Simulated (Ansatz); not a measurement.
# A workflow on RbBr (SMILES [Br][Rb])

We compute a series of 38 runs (HF/STO-3G, UHF/STO-3G, HF/3-21G, UHF/3-21G, PBE/def2-SVP, UPBE/def2-SVP, wB97M-V/def2-TZVPD, U-wB97M-V/def2-TZVPD, and more) of BrRb. 

The results are computed with Ansatz 0.2.0.

## (1) The structure to begin with

RbBr: 2 atoms, total charge 0, spin state singlet. SMILES: `[Br][Rb]`. Geometry: the measured bond length. The run starts from this shape.

Bond lengths: Br1–Rb2 2.945 Å.

## (2) A geometry optimisation at HF/STO-3G (run 1)

Contents of molecule.yaml:

```yaml
crystal:
  periodic: [false, false, false]
  atoms:
    - {symbol: Br, position_ang: [0.000000, 0.000000, 0.000000]}
    - {symbol: Rb, position_ang: [0.000000, 0.000000, 2.944744]}
basis:
  gaussian: {orbitals: STO-3G}
hamiltonian: {xc: hf}
relax: {f_tol: 0.002}
output: {orbitals: {seedname: orbitals}}
```

Run with:

```sh
$ ansatz run molecule.yaml --threads 1 --pin off --max-ram 3480MiB --events-out events.jsonl --progress --plain --runs-dir runs
```

The log of the run:

```text
Warning: RAYON_NUM_THREADS=1 ignored (pool sized by the plan → 1); use --threads N
The last accepted step is kept in runs//last_step.txt (removed where the run ends without a failure and the disk answers)
[... 43 lines left out ...]
Total energy: -148367.38662494 eV, -5452.4008914398 hartree
[... 2 lines left out ...]
Dipole moment:     0.000000     0.000000     2.333676 e Å
```

It took 2.5 s on 1 thread of Arm Neoverse V2, shared host; peak memory 0.1 GiB.

Step by step:

```
step  energy from the first frame kept (eV)  largest force (eV/Å)
   1                                 0.0000                0.2671
   2                                -0.0036                0.0867
   3                                -0.0040                0.0036
   4                                -0.0040                0.0052
   5                                -0.0040                0.0000
```

After the run. Bond lengths: Br1–Rb2 2.915 Å.

## (3) The harmonic vibrations at HF/STO-3G (run 2)

Contents of run.yaml:

```yaml
crystal:
  periodic: [false, false, false]
  atoms:
    - {symbol: Br, position_ang: [-0.000000, -0.000000, 0.014944]}
    - {symbol: Rb, position_ang: [0.000000, 0.000000, 2.929800]}
basis:
  gaussian:
    orbitals: STO-3G
hamiltonian:
  xc: hf
phonons:
  temperatures: {t_min: 298.15, t_max: 298.15, t_step: 1}
```

Run with:

```sh
$ ansatz run run.yaml --threads 1 --pin off --max-ram 3480MiB --events-out events.jsonl --progress --plain --runs-dir runs
```

The log of the run:

```text
Warning: RAYON_NUM_THREADS=1 ignored (pool sized by the plan → 1); use --threads N
[... 75 lines left out ...]
Total energy: -148367.38663789 eV, -5452.4008919158 hartree
[... 2 lines left out ...]
Dipole moment:     0.000000    -0.000000     2.333675 e Å
Vibrations: 247.65 cm⁻¹, zero-point energy 0.015352 eV
```

Wall time 4.5 s (1 thread of Arm Neoverse V2, shared host); peak memory 0.1 GiB.

Runs 3 to 32 aren't shown in full; the table further down has their settings and results.

## (4) The doublet cation: the energy at U-r2SCAN/def2-TZVP (core potential) (run 33)

Contents of in.yaml:

```yaml
basis:
  gaussian:
    orbitals: def2-TZVP
crystal:
  periodic: [false, false, false]
  atoms:
    - {symbol: Br, position_ang: [-0.000000, -0.000000, -0.039791]}
    - {symbol: Rb, position_ang: [0.000000, 0.000000, 2.984535]}
total_charge: 1
magnetization:
  spin_polarized: true
  initial_magnetization: 1
hamiltonian:
  xc: r2scan
```

Run with:

```sh
$ ansatz run in.yaml --threads 1 --pin off --max-ram 3480MiB --events-out events.jsonl --progress --plain --runs-dir runs
```

The log of the run:

```text
Warning: RAYON_NUM_THREADS=1 ignored (pool sized by the plan → 1); use --threads N
Functional definition: r2SCAN
  name "r2SCAN"
  parameter k0 = 0.174
  parameter k1 = 0.065
  parameter a1 = 4.9479
  exchange = r2scan_x(k0 = k0, k1 = k1, a1 = a1)
  correlation = r2scan_c
700 factors; their error is unknown
mean field evaluation 1: about -70693.0884 eV, gradient 2.3e1 eV
mean field evaluation 2: about -70694.3386 eV, gradient 2.5e1 eV
mean field evaluation 4: about -70696.0069 eV, gradient 4.2e-1 eV
mean field evaluation 8: about -70695.9828 eV, gradient 4.9e-3 eV
mean field evaluation 16: about -70695.9969 eV, gradient 6.4e-1 eV
mean field evaluation 32: about -70696.1674 eV, gradient 7.2e-4 eV
mean field evaluation 64: about -70696.1674 eV, gradient 8.6e-6 eV
mean field -70696.16740881 eV, -2598.0362326905 hartree, gradient 8.6e-6 eV, S^2 0.754114; 8 other end points of the search recorded, 0 dependent functions left out
reference -70696.16742196 eV, -2598.0362331736 hartree; 22, 21 occupied and 59, 60 virtual orbitals, 700 factors
Total energy: -70696.16742196 eV, -2598.0362331736 hartree
```

It took 60 s on 1 thread of Arm Neoverse V2, shared host; peak memory 0.24 GiB.

Runs 34 to 37 aren't shown in full; the table further down has their settings and results.

## (5) The doublet cation: a structure relaxation at U-wB97X-V/def2-TZVP (core potential) (run 38)

Contents of in.yaml:

```yaml
crystal:
  periodic: [false, false, false]
  atoms:
    - {symbol: Br, position_ang: [0.000000, -0.000000, -0.036500]}
    - {symbol: Rb, position_ang: [-0.000000, 0.000000, 2.981244]}
basis:
  gaussian:
    orbitals: def2-TZVP
relax: {}
hamiltonian:
  xc: {name: wB97X-V}
total_charge: 1
magnetization:
  spin_polarized: true
  initial_magnetization: 1
```

Run with:

```sh
$ ansatz run in.yaml --threads 1 --pin off --max-ram 3480MiB --events-out events.jsonl --progress --plain --runs-dir runs
```

The log of the run:

```text
Warning: RAYON_NUM_THREADS=1 ignored (pool sized by the plan → 1); use --threads N
[... 1 set-up line as earlier in the session ...]
[... 70 lines left out ...]
Total energy: -70689.87441286 eV, -2597.8049693548 hartree
[... 2 lines left out ...]
Dipole moment:    -0.000000    -0.000000     1.507203 e Å
```

Run time: 3.3 min. Hardware: 1 thread of Arm Neoverse V2, shared host; peak memory 0.41 GiB.

The path in brief:

```
step  energy from the first frame kept (eV)  largest force (eV/Å)
   1                                 0.0000                1.1604
   2                                -0.1422                0.5688
   3                                -0.2178                0.1624
   4                                -0.2273                0.0569
   5                                -0.2309                0.0236
   6                                -0.2314                0.0030
```

After the run. Bond lengths: Br1–Rb2 3.595 Å.

## (6) All runs side by side

```
run                                   level         task  walk f tol  partner   energy (Eh)  dipole moment (D)  wall time
  1                               HF/STO-3G     optimise       0.002     base  -5452.400891              11.21      2.5 s
  2                               HF/STO-3G  frequencies           –     base  -5452.400892              11.21      4.5 s
  3                              UHF/STO-3G       energy           –   cation  -5452.290662                  –      1.1 s
  4                              UHF/STO-3G     optimise           –   cation  -5452.299627                  –      4.5 s
  5                                HF/3-21G     optimise       0.002     base  -5484.844100              13.52      3.3 s
  6                                HF/3-21G  frequencies           –     base  -5484.844099              13.52      5.7 s
  7                               UHF/3-21G       energy           –   cation  -5484.614304                  –      1.5 s
  8                               UHF/3-21G     optimise           –   cation  -5484.623492                  –      6.9 s
  9           PBE/def2-SVP (core potential)     optimise       0.002     base  -2597.628915              10.50      6.9 s
 10           PBE/def2-SVP (core potential)  frequencies           –     base  -2597.628915              10.50       10 s
 11          UPBE/def2-SVP (core potential)       energy           –   cation  -2597.332209                  –      7.8 s
 12          UPBE/def2-SVP (core potential)     optimise           –   cation  -2597.341568                  –       28 s
 13     wB97M-V/def2-TZVPD (core potential)     optimise       0.002     base  -2598.135502              11.52       74 s
 14     wB97M-V/def2-TZVPD (core potential)  frequencies           –     base  -2598.135502              11.52    1.9 min
 15   U-wB97M-V/def2-TZVPD (core potential)       energy           –   cation  -2597.840197                  –    1.7 min
 16   U-wB97M-V/def2-TZVPD (core potential)     optimise           –   cation  -2597.848455                  –    6.8 min
 17        SVWN5/def2-TZVP (core potential)     optimise       0.002     base  -2594.692461              10.60      5.4 s
 18        SVWN5/def2-TZVP (core potential)  frequencies           –     base  -2594.692461              10.60       11 s
 19       USVWN5/def2-TZVP (core potential)       energy           –   cation  -2594.379525                  –      7.2 s
 20       USVWN5/def2-TZVP (core potential)     optimise           –   cation  -2594.387188                  –       24 s
 21     B3LYP-D4/def2-TZVP (core potential)     optimise       0.002     base  -2598.378507              11.30       15 s
 22     B3LYP-D4/def2-TZVP (core potential)  frequencies           –     base  -2598.378507              11.30       24 s
 23    UB3LYP-D4/def2-TZVP (core potential)       energy           –   cation  -2598.079345                  –       17 s
 24    UB3LYP-D4/def2-TZVP (core potential)     optimise           –   cation  -2598.088746                  –       67 s
 25   PBE-D3(BJ)/def2-TZVP (core potential)     optimise       0.002     base  -2597.943771              10.90       11 s
 26   PBE-D3(BJ)/def2-TZVP (core potential)  frequencies           –     base  -2597.943771              10.90       17 s
 27  UPBE-D3(BJ)/def2-TZVP (core potential)       energy           –   cation  -2597.645041                  –       15 s
 28  UPBE-D3(BJ)/def2-TZVP (core potential)     optimise           –   cation  -2597.653672                  –       44 s
 29      CCSD(T)/def2-TZVP (core potential)     optimise       0.002     base  -2596.679083              11.68    4.6 min
 30      CCSD(T)/def2-TZVP (core potential)  frequencies           –     base  -2596.679083              11.68     12 min
 31       r2SCAN/def2-TZVP (core potential)     optimise       0.002     base  -2598.334936              11.46       21 s
 32       r2SCAN/def2-TZVP (core potential)  frequencies           –     base  -2598.334936              11.46       34 s
 33     U-r2SCAN/def2-TZVP (core potential)       energy           –   cation  -2598.036233                  –       60 s
 34     U-r2SCAN/def2-TZVP (core potential)     optimise           –   cation  -2598.044834                  –      3 min
 35      wB97X-V/def2-TZVP (core potential)     optimise       0.002     base  -2598.092898              11.59       51 s
 36      wB97X-V/def2-TZVP (core potential)  frequencies           –     base  -2598.092898              11.59       79 s
 37    U-wB97X-V/def2-TZVP (core potential)       energy           –   cation  -2597.796467                  –       58 s
 38    U-wB97X-V/def2-TZVP (core potential)     optimise           –   cation  -2597.804969                  –    3.3 min
```

## (7) What came out

| quantity | value |
| --- | --- |
| doublet cation, run 38: total energy at the end | -2597.80497 Eh |
| doublet cation, run 38: bond length | 3.595 Å |
| doublet cation, run 38: ⟨S²⟩ | 0.752 |
| vertical ionisation energy (to the doublet cation), in doubt, HF/STO-3G | 3.000 eV |
| vertical ionisation energy (to the doublet cation), HF/3-21G | 6.253 eV |
| vertical ionisation energy (to the doublet cation), SVWN5/def2-TZVP | 8.515 eV |
| vertical ionisation energy (to the doublet cation), B3LYP-D4/def2-TZVP | 8.141 eV |
| vertical ionisation energy (to the doublet cation), r2SCAN/def2-TZVP | 8.128 eV |
| vertical ionisation energy (to the doublet cation), wB97X-V/def2-TZVP | 8.066 eV |
| adiabatic ionisation energy (to the doublet cation, no zero-point term), wB97M-V/def2-TZVPD | 7.811 eV |
| adiabatic ionisation energy (to the doublet cation, no zero-point term), PBE-D3(BJ)/def2-TZVP | 7.894 eV |

What this shows: At HF/STO-3G: removing an electron at fixed nuclei costs 3.00 eV (289 kJ/mol). This value lies far from the orbital energy or is too small for a neutral ground state: the hole may sit in another orbital, or the first species is not in its lowest state. In a minimal basis such a difference can be off by several eV, whatever the method. At HF/3-21G: removing an electron at fixed nuclei costs 6.25 eV (144 kcal/mol). At SVWN5/def2-TZVP: the vertical ionisation energy comes to 8.52 eV (196 kcal/mol). At B3LYP-D4/def2-TZVP: the vertical ionisation energy comes to 8.14 eV (188 kcal/mol). Totals of different functionals can't be ranked against each other. Some runs of one species differ in core potentials or relativity; totals across that change don't compare. In runs 1, 2, 3, 4 the basis is minimal, so the values are rough. In runs 1, 2, 3, 4, 5, 6, 7, 8 relativity is left out where basis or elements ask for it. All runs together took 45 min, the longest 12 min.
